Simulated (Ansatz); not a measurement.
# NaAu2I3: the cost of one run

Program: Ansatz 0.2.0. Level of theory: DFT PBE, scalar-relativistic, plane waves, PAW. These are calculated values, not measurements.

### 1 The system as given

The structure is trigonal, space group P-3m1 (No. 164). The conventional cell has a = 5.486 Å, b = 5.486 Å, c = 8.808 Å, α = 90.00°, β = 90.00°, γ = 120.00°. Na (site symmetry -3m) is surrounded by 6 Au at 3.89 Å and 8 I at 4.40 to 4.47 Å. Au (site symmetry 3m) is surrounded by 7 I at 3.29 to 3.83 Å. I (site symmetry 3m) is surrounded by 4 Au at 3.29 to 3.40 Å and 3 I at 3.41 Å and 3 Na at 4.47 Å. I (site symmetry -3m) is surrounded by 6 I at 3.41 Å and 6 Au at 3.83 Å and 2 Na at 4.40 Å.

Coordinates:

```
Na Au I
1.0
     5.48596    0.00000    0.00000
    -2.74298    4.75098    0.00000
     0.00000    0.00000    8.80769
Na Au I
1 2 3
Direct
  0.00000 0.00000 0.00000
  0.66667 0.33333 0.74363
  0.33333 0.66667 0.25637
  0.66667 0.33333 0.35759
  0.33333 0.66667 0.64241
  0.00000 0.00000 0.50000
```

The cell is invented: species swapped into a database cell of Li3LaBi2 (P-3m1, No. 164), with I on the Li sites, Na on the La sites and Au on the Bi sites. The dimensions are guesses.

### 2 Probe: one point on a coarse mesh

Contents of input.yaml:

```yaml
crystal:
  lattice:
    - [5.48595597, 0.0, 0.0]
    - [-2.74297799, 4.75097724, 0.0]
    - [0.0, 0.0, 8.80769153]
  atoms:
    - { symbol: Na, position: [0.0, 0.0, 0.0] }
    - { symbol: Au, position: [0.66666667, 0.33333333, 0.74362803] }
    - { symbol: Au, position: [0.33333333, 0.66666667, 0.25637197] }
    - { symbol: I, position: [0.66666667, 0.33333333, 0.3575947] }
    - { symbol: I, position: [0.33333333, 0.66666667, 0.6424053] }
    - { symbol: I, position: [0.0, 0.0, 0.5] }
basis:
  ecutwfc: 420
kpoints:
  mp_grid: { grid: [6, 6, 2] }
hamiltonian:
  xc: pbe
scf:
  occupations: { method: gaussian, width: 0.1 }
  lower_state_search: "off"
output:
  forces: true
  stress: true
  eigenvalues: true
```

Run with:

```sh
$ ansatz run input.yaml --threads 1 --pin off --max-ram 2560MiB --backend cpu --events-out ev --progress --plain --runs-dir out
```

What time and memory should one allow on 1 thread of Arm Neoverse V1, shared host?

About 9.5 s, with a peak of 0.52 GiB.
